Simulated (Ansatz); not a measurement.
# Ca2RuO4 (Cmce): relaxation of cell and ions in Python

What cell does Ca2RuO4 (Cmce) relax to? Wanted for Ca2RuO4 (Cmce): a relaxation of cell and ions.

Computed with Ansatz 0.2.0, driven from Python. Level of theory: DFT PBEsol, plane waves, PAW.

### Step 1. The system

It takes space group Cmce (No. 64, orthorhombic). Conventional cell: a = 12.610 Å, b = 5.335 Å, c = 5.338 Å, α = 90.00°, β = 90.00°, γ = 90.00°. Around Ca (site symmetry 2) lie 3 O at 2.28 to 2.37 Å. Ru (site symmetry 2/m) has 6 O at 1.96 to 2.09 Å as nearest neighbours. Around O (site symmetry 2) lie 1 Ru at 2.09 Å and 1 Ca at 2.28 Å. Around O (site symmetry m) lie 2 Ru at 1.96 Å and 2 Ca at 2.37 Å.

No structure file is read: the coordinates are typed or built in the script.

### Step 2. Script

File ca2ruo4.py:

```python
"""Variable-cell relaxation of Ca2RuO4."""

import ansatz as az
from ase import Atoms
from ase.data import atomic_numbers
from ase.neighborlist import neighbor_list
import numpy as np
import spglib

def edges_and_angles(cell):
    cell = np.asarray(cell)
    a, b, c = np.linalg.norm(cell, axis=1)
    cosines = cell[1] @ cell[2] / (b * c), cell[0] @ cell[2] / (a * c), cell[0] @ cell[1] / (a * b)
    return (a, b, c, *np.degrees(np.arccos(cosines)))

xtal = (
    az.Lattice.of([6.304823, -2.667566, 0.0], [6.304823, 2.667566, 0.0], [0.0, 0.0, 5.338418])
    .atom("Ca", [0.653622, 0.653622, 0.0])
    .atom("Ca", [0.846378, 0.846378, 0.5])
    .atom("Ca", [0.153622, 0.153622, 0.5])
    .atom("Ca", [0.346378, 0.346378, 0.0])
    .atom("Ru", [0.0, 0.0, 0.0])
    .atom("Ru", [0.5, 0.5, 0.5])
    .atom("O", [0.334062, 0.334062, 0.5])
    .atom("O", [0.165938, 0.165938, 0.0])
    .atom("O", [0.665938, 0.665938, 0.5])
    .atom("O", [0.834062, 0.834062, 0.0])
    .atom("O", [0.181119, 0.818881, 0.681304])
    .atom("O", [0.318881, 0.681119, 0.181304])
    .atom("O", [0.818881, 0.181119, 0.318696])
    .atom("O", [0.681119, 0.318881, 0.818696])
)

# a pressure is positive in compression
calc = (
    xtal.calculation()
    .scf(tolerance=1e-09)
    .pseudopotentials("paw")
    .occupations("Fermi-Dirac", width=0.15)
    .basis(550)
    .kpoints(5, 5, 5)
    .functional("pbesol")
    .relax(force_tolerance=0.02, pressure=1, stress_tolerance=0.1)
)
steps = []


def collect(event):
    if event["event"] == "relax_step":
        steps.append(event["data"])


result = calc.session().plan().execute(on_event=collect)
data = result.report
print("step   energy (eV)     max comp. (eV/A)   P (GPa)  SCF")
for s in steps:
    print(f"{s['step']:4d} {s['lagrangian_ev']:15.5f} {s['allowed_force_max_ev_ang']:12.4f} {s['pressure_gpa']:10.3f} {s['n_scf']:5d}")

first, last = steps[0], steps[-1]
symbols = [site.symbol for site in result.lattice.sites]
print(f"energy gained {first['lagrangian_ev'] - last['lagrangian_ev']:.4f} eV in {len(steps) - 1} steps")
for label, vectors in (("before", first["cell_ang"]), ("after", result.lattice.cell_ang)):
    print(label, "a b c (A) {:.4f} {:.4f} {:.4f}  angles {:.2f} {:.2f} {:.2f}".format(*edges_and_angles(vectors)), f" V = {abs(np.linalg.det(vectors)):.3f} A^3")
print("final stress xx yy zz (GPa, compression positive):", np.round(np.diag(data["stress_gpa"]), 3) + 0.0)

final = Atoms(symbols, positions=last["positions_ang"], cell=result.lattice.cell_ang, pbc=True)
i, j, d = neighbor_list("ijd", final, 4.5)
print("neighbours within 1.15 times the shortest distance of each atom (A)")
for atom in range(len(final)):
    near = [m for m in np.argsort(d) if i[m] == atom]
    shell = [m for m in near if d[m] < 1.15 * d[near[0]]]
    print(f"{symbols[atom]}{atom} ({len(shell)}):", ", ".join(f"{symbols[j[m]]} {d[m]:.3f}" for m in shell))

print("relaxed fractional positions")
for site in result.lattice.sites:
    print(f"  {site.symbol:2s}", " ".join(f"{v % 1:8.5f}" for v in np.round(site.position_frac, 5)))

print("atom   start x y z (A)              end x y z (A)")
for symbol, a, b in zip(symbols, first["positions_ang"], last["positions_ang"]):
    print(f"{symbol:3s}", " ".join(f"{v:8.4f}" for v in a), "  ", " ".join(f"{v:8.4f}" for v in b))

fractions = [site.position_frac for site in result.lattice.sites]
numbers = [atomic_numbers[s] for s in symbols]
for tolerance in (1e-3, 1e-2, 1e-1):
    print(f"space group at {tolerance} A:", spglib.get_spacegroup((result.lattice.cell_ang, fractions, numbers), symprec=tolerance))

for key in ("converged", "n_iterations", "n_electrons", "n_kpoints", "n_pw", "n_symmetry_ops", "free_energy_ev", "fermi_energy_ev"):
    print(f"{key:18s} {data[key]}")
```

### Step 3. The input behind the calls

The package turns the script's settings into the engine's input:

```yaml
crystal:
  lattice:
    - [6.304823, -2.667566, 0.0]
    - [6.304823, 2.667566, 0.0]
    - [0.0, 0.0, 5.338418]
  atoms:
    - { symbol: Ca, position: [0.653622, 0.653622, 0.0] }
    - { symbol: Ca, position: [0.846378, 0.846378, 0.5] }
    - { symbol: Ca, position: [0.153622, 0.153622, 0.5] }
    - { symbol: Ca, position: [0.346378, 0.346378, 0.0] }
    - { symbol: Ru, position: [0.0, 0.0, 0.0] }
    - { symbol: Ru, position: [0.5, 0.5, 0.5] }
    - { symbol: O, position: [0.334062, 0.334062, 0.5] }
    - { symbol: O, position: [0.165938, 0.165938, 0.0] }
    - { symbol: O, position: [0.665938, 0.665938, 0.5] }
    - { symbol: O, position: [0.834062, 0.834062, 0.0] }
    - { symbol: O, position: [0.181119, 0.818881, 0.681304] }
    - { symbol: O, position: [0.318881, 0.681119, 0.181304] }
    - { symbol: O, position: [0.818881, 0.181119, 0.318696] }
    - { symbol: O, position: [0.681119, 0.318881, 0.818696] }
basis:
  ecutwfc: 550.0
kpoints:
  mp_grid:
    grid: [5, 5, 5]
hamiltonian:
  xc: pbesol
  pseudopotentials:
    kind: paw
scf:
  convergence:
    dr2_threshold: 1.0e-09
  occupations:
    method: fermi_dirac
    width: 0.15
relax:
  f_tol: 0.02
  cell:
    p_target: 1.0
    stress_tol: 0.1
```

### Step 4. The run

The run is started by

```
$ python ca2ruo4.py
```

Without the output at hand: what should come out? Wanted: free energy; moves of the relaxation; last largest force component; relaxed conventional cell; space group at the end.

The runs gave:

```
                    quantity                                                                       value
                 free energy                                         -23305.3486 eV (-1664.6678 eV/atom)
     moves of the relaxation                                                                           4
last largest force component                                                                 0.0097 eV/Å
   relaxed conventional cell  a = 12.378 Å, b = 5.227 Å, c = 5.229 Å, α = 90.00°, β = 90.00°, γ = 90.00°
      space group at the end                                                                        Cmce
```

**Reading.** Over 4 moves the cell shrank by 5.8 % in volume under the 1 GPa asked, and the space group stayed Cmce. Notes:
- The run is spin-unpolarised.
- Part of the cell is held or a pressure is applied, so the end point needn't be the zero-pressure lattice.
- At a fixed pressure a relaxation lowers the enthalpy F + PV, while F alone can rise.
- For a metal this k-point mesh is coarse: on a finer one energies can move by several to tens of meV an atom and pressures by half a GPa or more, differences at one mesh by less.
- An absolute Fermi energy rests on an arbitrary zero of the periodic potential and has no direct meaning.
- Energies along a relaxation are free energies. Rows at an unchanged volume are solved on a plane-wave basis chosen afresh for that cell, so the energy jumps there and such rows are no steps of the walk.
- The smearing is wide enough that free energy and stress hold a thermal part of the electrons.
- Edges and angles that the script prints are those of the cell as typed, here a primitive one.
- Symmetry holds the cell in this phase, whether or not it is the stable one at this pressure.
- This cell is a computed structure, which may not be the phase found in nature.
